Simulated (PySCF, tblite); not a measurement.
# C5H5GeNS: dynamics, then NMR shifts on frames

Aim: move C5H5GeNS (`N#Cc1ccs[c]1[GeH3]`) away from its starting geometry and see how NMR shifts follow the geometry.

Computed with tblite 0.8.0 and PySCF 2.14.0, with density-fitted response routines of our own, on a single molecule in the gas phase. Atoms are numbered from 0 throughout.

### 1 The starting structure

13 atoms, charge 0, multiplicity 1; geometry from: GFN2-xTB.

Bonds of the start (Å): N0–C1 1.15, C1–C2 1.41, C2–C3 1.42, C3–C4 1.35, C4–S5 1.72, S5–C6 1.72, C6–Ge7 1.94, C6–C2 1.38, C3–H8 1.08, C4–H9 1.07, Ge7–H10 1.49, Ge7–H11 1.49, Ge7–H12 1.49.

### 2 Thermal motion with GFN2-xTB

What the job is given:

```
{"job": {"kind": "md", "xc": "GFN2-xTB", "basis": "xTB", "temperature": 600, "steps": 2000, "every": 50, "frames": 5}, "charge": 0, "multiplicity": 1}
N     -0.748722     2.939065     0.321410
C     -0.201208     1.936508     0.215404
C      0.459729     0.702983     0.082655
C      1.870852     0.537397     0.099555
C      2.227952    -0.760256    -0.050813
S      0.866175    -1.797242    -0.216142
C     -0.230071    -0.477094    -0.081845
Ge    -2.148957    -0.752776    -0.126955
H      2.563364     1.351477     0.218715
H      3.214555    -1.178117    -0.077280
H     -2.660865    -0.908107     1.265676
H     -2.803657     0.412132    -0.778522
H     -2.413536    -2.005483    -0.889584
```

Level: GFN2-xTB Langevin dynamics, gas phase.

The run is started by

```
$ OMP_NUM_THREADS=1 python probes_run.py task.json out
```

The driver reads the jobs from task.json and runs them one after another.

The log of the run:

```text
t/fs     T/K      E/eV
    0.0   500.1   -578.98746
   25.0   473.2   -578.60413
   50.0   577.3   -578.28785
   75.0   378.7   -578.32082
  100.0   459.7   -578.42810
  125.0   384.8   -578.32814
  150.0   432.5   -578.36064
  175.0   540.9   -578.13211
  200.0   672.8   -578.38778
  225.0   567.4   -578.29977
  250.0   522.6   -578.24882
  275.0   594.8   -578.00855
  300.0   633.5   -578.31341
  325.0   472.1   -578.33772
  350.0   543.5   -578.39181
  375.0   557.7   -578.18119
  400.0   522.7   -578.10360
  425.0   639.3   -578.28271
  450.0   410.2   -577.89015
  475.0   574.0   -578.22533
  500.0   513.9   -578.11446
  525.0   446.9   -578.21403
  550.0   431.8   -578.05393
  575.0   539.8   -578.43118
  600.0   485.5   -578.44512
  625.0   371.8   -578.17045
  650.0   605.2   -578.29737
  675.0   638.5   -578.26305
  700.0   559.4   -578.04779
  725.0   529.2   -578.03001
  750.0   578.7   -578.36626
  775.0   666.0   -578.37041
  800.0   434.2   -578.25221
  825.0   460.7   -578.22658
  850.0   596.4   -578.41561
  875.0   602.1   -578.12122
  900.0   485.7   -578.24490
  925.0   517.1   -578.12758
  950.0   421.1   -578.40645
  975.0   450.0   -578.55841
 1000.0   596.2   -578.65529
```

Run time: 10 s. Hardware: 1 thread of AMD EPYC 9R45, shared host; peak memory 0.18 GiB.

Distance from the start (root mean square after alignment): 0 fs 0.00 Å, 200 fs 0.46 Å, 400 fs 0.25 Å, 600 fs 0.17 Å, 800 fs 0.54 Å, 1000 fs 0.80 Å.

Positions (Å) and forces (eV/Å) at 1000 fs:

```xyz
13

N    -1.375    1.629    1.979   -0.780    2.128    0.988
C    -1.018    0.689    1.466    0.648   -1.919   -0.743
C    -0.588   -0.536    0.929    0.175    0.789   -0.165
C     0.775   -0.836    0.710    0.268   -2.930   -0.663
C     0.902   -2.132    0.198   -0.444    0.652    0.495
S    -0.655   -2.855   -0.100    0.713    0.133    0.233
C    -1.499   -1.494    0.548    0.655   -0.035   -0.470
Ge   -3.401   -1.439    0.254   -0.273    0.088   -0.199
H     1.703   -0.356    0.922   -0.213    0.778    0.311
H     1.815   -2.733    0.098   -0.703    0.549   -0.187
H    -3.637   -2.883   -0.113   -0.286    0.218    0.214
H    -4.067   -0.893    1.493    0.003   -0.239   -0.275
H    -3.801   -0.597   -0.964    0.236   -0.213    0.461
```

### 3 Nuclear shieldings: 250 fs, PBE0/pcSseg-1

What the job is given:

```
{"job": {"kind": "nmr", "xc": "PBE0", "basis": "pcSseg-1", "pop": false}, "charge": 0, "multiplicity": 1}
N     -1.477000     2.407800     0.795500
C     -0.873700     1.448900     0.613000
C     -0.003300     0.427400     0.311900
C      1.453900     0.447300     0.397900
C      1.937200    -0.755600     0.104200
S      0.687300    -1.923200    -0.473500
C     -0.512000    -0.897900    -0.051400
Ge    -2.398500    -1.182500    -0.284200
H      1.966000     1.368300     0.497400
H      2.960500    -1.037000     0.168400
H     -3.170900    -0.693300     1.013800
H     -2.951600    -0.331000    -1.437200
H     -2.853200    -2.674500    -0.305600
```

Level: GIAO PBE0/pcSseg-1 NMR shielding, non-relativistic, gas phase.

The log of the run:

```text
coarse grid: 57112 points
cycle   1  E = -2722.3778651848  dE =  7.007e-01  |g| = 9.270e-01  |ddm| = 3.988e+00
cycle   2  E = -2722.2216105350  dE =  1.563e-01  |g| = 1.196e+00  |ddm| = 1.586e+00
cycle   3  E = -2722.4202536498  dE = -1.986e-01  |g| = 4.314e-01  |ddm| = 1.335e+00
cycle   4  E = -2722.4602537929  dE = -4.000e-02  |g| = 8.283e-02  |ddm| = 3.850e-01
cycle   5  E = -2722.4611669529  dE = -9.132e-04  |g| = 3.442e-02  |ddm| = 1.146e-01
cycle   6  E = -2722.4614919380  dE = -3.250e-04  |g| = 7.750e-03  |ddm| = 4.861e-02
cycle   7  E = -2722.4615035089  dE = -1.157e-05  |g| = 3.729e-03  |ddm| = 9.811e-03
cycle   8  E = -2722.4615068036  dE = -3.295e-06  |g| = 8.838e-04  |ddm| = 3.921e-03
final grid: 118680 points
cycle   9  E = -2722.4615111234  dE =  4.801e-07  |g| = 1.694e-03  |ddm| = 3.643e-03
cycle  10  E = -2722.4615086791  dE =  2.444e-06  |g| = 3.536e-03  |ddm| = 4.992e-03
cycle  11  E = -2722.4615118470  dE = -3.168e-06  |g| = 2.199e-04  |ddm| = 3.315e-03
cycle  12  E = -2722.4615118578  dE = -1.083e-08  |g| = 6.305e-05  |ddm| = 2.802e-04
cycle  13  E = -2722.4615118587  dE = -8.713e-10  |g| = 1.837e-05  |ddm| = 6.525e-05
converged SCF energy = -2722.4615118587

GIAO shielding tensors (ppm)
atom      isotropic    diamagn.    paramagn.     s11        s22        s33       span
  0 N      -68.326     342.109    -410.435   -232.144   -157.987    185.153    417.297
  1 C       66.646     258.980    -192.334    -52.369    -41.489    293.797    346.166
  2 C       45.832     256.724    -210.891    -42.074     65.552    114.019    156.094
  3 C       49.255     248.629    -199.374    -41.633     28.450    160.948    202.581
  4 C       36.116     260.119    -224.003    -36.990     24.937    120.399    157.389
  5 S      225.975    1056.988    -831.014     82.436    216.163    379.324    296.888
  6 C       29.612     263.856    -234.244    -74.309     -3.875    167.020    241.329
  7 Ge    1576.746    2752.939   -1176.193   1497.993   1541.863   1690.381    192.388
  8 H       23.863      30.892      -7.029     21.568     24.079     25.942      4.374
  9 H       24.217      30.464      -6.247     21.301     24.032     27.318      6.018
 10 H       25.859      26.340      -0.480     19.354     22.424     35.800     16.446
 11 H       26.342      26.713      -0.371     19.764     21.789     37.474     17.710
 12 H       26.375      26.005       0.370     19.599     22.267     37.259     17.660
```

Wall time 22 s (1 thread of AMD EPYC 9R45, shared host); peak memory 0.85 GiB.

The references, computed at this level on geometries of the same kind, shield at (ppm): 1H TMS 31.72, 13C TMS 186.9, 15N NH3 267.7, 33S CS2 504, 73Ge GeMe4 1331. Their shielding less the atom's gives the shift. The references are single molecules in the gas phase, so shifts against H2O, NH3, PH3, H3PO4 or CFCl3 are not on the usual liquid scales and can be off by tens of ppm. Each atom is listed at this fixed geometry, with no averaging over motion; a spectrum would average atoms that exchange fast.

```tsv
atoms	environment	σ (ppm)	δ (ppm)
C6	substituted aromatic carbon next to the ring sulfur	29.6	157.3
C4	aromatic CH next to the ring sulfur	36.1	150.8
C2	substituted aromatic carbon	45.8	141.1
C3	aromatic CH	49.3	137.7
C1	nitrile carbon	66.6	120.3
H8	hydrogen on an aromatic CH	23.86	7.85
H9	hydrogen on an aromatic CH next to the ring sulfur	24.22	7.50
H10	hydrogen on a germanium bonded to C	25.86	5.86
H11	hydrogen on a germanium bonded to C	26.34	5.37
H12	hydrogen on a germanium bonded to C	26.38	5.34
N0	nitrile nitrogen	-68.3	336.1
S5	aromatic ring sulfur	226	278
Ge7	germanium bonded to C, 3 H	1577	-246
```

Ring of atoms C2, C3, C4, S5, C6: NICS(0) -12.3, NICS(1) -11.3, NICS(1)zz -25.5 ppm (means of both faces).

The fields below are evaluated on a grid from the run's orbitals.

Frontier orbitals at PBE0/pcSseg-1, with the share of their density that lies nearest to each atom:

```tsv
orbital	energy (eV)	lies on
HOMO	-7.22	C2 24 %; C4, C6 about 18 % each; N0 16 %
LUMO	-1.98	C6 31 %; S5 20 %; C2 15 %
```

ELF in a plane through or near 11 of the atoms.

Values, 10 rows by 14 columns:
```
0.00 0.00 0.00 0.00 0.00 0.00 0.00 0.00 0.00 0.00 0.00 0.00 0.00 0.00
0.00 0.00 0.00 0.00 0.00 0.00 0.14 0.65 0.61 0.04 0.00 0.00 0.00 0.00
0.00 0.00 0.00 0.00 0.00 0.07 0.51 0.52 0.92 0.42 0.00 0.00 0.00 0.00
0.00 0.00 0.02 0.92 0.70 0.02 0.60 0.45 0.72 0.06 0.01 0.01 0.00 0.00
0.00 0.00 0.14 0.98 0.97 0.74 0.23 0.64 0.03 0.24 0.43 0.17 0.01 0.00
0.00 0.00 0.02 0.18 0.86 0.55 0.48 0.29 0.80 0.71 0.19 0.19 0.01 0.00
0.00 0.00 0.97 1.00 0.63 0.90 0.24 0.76 0.47 0.33 0.92 0.95 0.14 0.00
0.00 0.00 0.09 0.30 0.03 0.65 0.73 0.79 0.02 0.65 1.00 0.99 0.07 0.00
0.00 0.00 0.00 0.00 0.00 0.16 0.53 0.28 0.00 0.00 0.01 0.00 0.00 0.00
0.00 0.00 0.00 0.00 0.00 0.00 0.00 0.00 0.00 0.00 0.00 0.00 0.00 0.00
```
The map spans 11.5 Å across and 11.0 Å up, centred on the molecule. Atoms in the plane (x, y in Å): N0 (0.5, 2.9), C1 (0.1, 1.8), C2 (-0.5, 0.6), C3 (-2.0, 0.3), C4 (-2.2, -1.0), S5 (-0.7, -1.9), C6 (0.2, -0.6), Ge7 (2.2, -0.5), H8 (-2.7, 1.1), H9 (-3.1, -1.4), H12 (2.9, -1.9).

On the surface of density 0.002 e/bohr³ the electrostatic potential runs, from the 1st to the 99th percentile, from -1.76 V near N0 to 1.51 V near H9.

### 4 Shielding tensors: 425 fs, PBE0/pcSseg-1

What the job is given:

```
{"job": {"kind": "nmr", "xc": "PBE0", "basis": "pcSseg-1", "pop": false}, "charge": 0, "multiplicity": 1}
N     -1.786300     2.194900     1.083700
C     -1.262500     1.214700     1.078500
C     -0.619700     0.005900     0.942400
C      0.685700    -0.168400     1.527800
C      1.267600    -1.343000     1.206800
S      0.274500    -2.246800     0.132700
C     -1.012600    -1.083800     0.258900
Ge    -2.635600    -1.618900    -0.770200
H      1.183400     0.496000     2.255200
H      2.181400    -1.802300     1.519900
H     -3.037400    -2.494500     0.453800
H     -3.458300    -0.303800    -0.971500
H     -1.992700    -2.337100    -1.939900
```

Method: GIAO PBE0/pcSseg-1 NMR shielding, non-relativistic, gas phase.

The log of the run:

```text
coarse grid: 57112 points
cycle   1  E = -2722.3757180647  dE =  8.251e-01  |g| = 9.333e-01  |ddm| = 4.006e+00
cycle   2  E = -2722.2761483517  dE =  9.957e-02  |g| = 1.119e+00  |ddm| = 1.565e+00
cycle   3  E = -2722.4390639164  dE = -1.629e-01  |g| = 3.179e-01  |ddm| = 1.141e+00
cycle   4  E = -2722.4588156863  dE = -1.975e-02  |g| = 9.475e-02  |ddm| = 3.064e-01
cycle   5  E = -2722.4602691942  dE = -1.454e-03  |g| = 3.092e-02  |ddm| = 1.183e-01
cycle   6  E = -2722.4605250131  dE = -2.558e-04  |g| = 5.885e-03  |ddm| = 4.091e-02
cycle   7  E = -2722.4605321021  dE = -7.089e-06  |g| = 2.197e-03  |ddm| = 7.789e-03
final grid: 118680 points
cycle   8  E = -2722.4605126309  dE =  2.101e-06  |g| = 3.555e-03  |ddm| = 6.508e-03
cycle   9  E = -2722.4605050765  dE =  7.554e-06  |g| = 6.355e-03  |ddm| = 9.867e-03
cycle  10  E = -2722.4605159289  dE = -1.085e-05  |g| = 6.348e-04  |ddm| = 6.437e-03
cycle  11  E = -2722.4605160279  dE = -9.901e-08  |g| = 1.133e-04  |ddm| = 7.241e-04
cycle  12  E = -2722.4605160307  dE = -2.790e-09  |g| = 3.340e-05  |ddm| = 1.160e-04
cycle  13  E = -2722.4605160309  dE = -2.319e-10  |g| = 4.397e-06  |ddm| = 3.034e-05
converged SCF energy = -2722.4605160309

GIAO shielding tensors (ppm)
atom      isotropic    diamagn.    paramagn.     s11        s22        s33       span
  0 N      -34.187     344.224    -378.411   -192.189   -148.641    238.271    430.460
  1 C       72.672     260.343    -187.671    -42.825    -32.160    293.000    335.824
  2 C       73.503     255.626    -182.124     -3.466     76.520    147.455    150.921
  3 C       46.963     248.047    -201.084    -32.962     39.816    134.036    166.998
  4 C       47.512     261.867    -214.355    -45.801     40.797    147.540    193.342
  5 S      218.037    1058.889    -840.852     52.935    265.964    335.212    282.277
  6 C       25.625     265.252    -239.627    -46.605    -24.615    148.096    194.702
  7 Ge    1592.127    2756.095   -1163.968   1551.393   1569.768   1655.220    103.828
  8 H       23.930      29.976      -6.046     20.374     24.779     26.637      6.263
  9 H       24.235      31.453      -7.218     21.649     23.549     27.506      5.857
 10 H       25.618      25.894      -0.276     18.825     22.950     35.079     16.254
 11 H       25.592      26.378      -0.786     18.649     22.372     35.755     17.107
 12 H       26.387      27.532      -1.145     18.553     23.612     36.997     18.445
```

Run time: 17 s. Hardware: 1 thread of AMD EPYC 9R45, shared host; peak memory 0.95 GiB.

Key values: δ C6 161.3, C3 140.0, C4 139.4, C1 114.3, H8 7.79, H9 7.48 ppm.

(Part 1 of 2 ends here.)
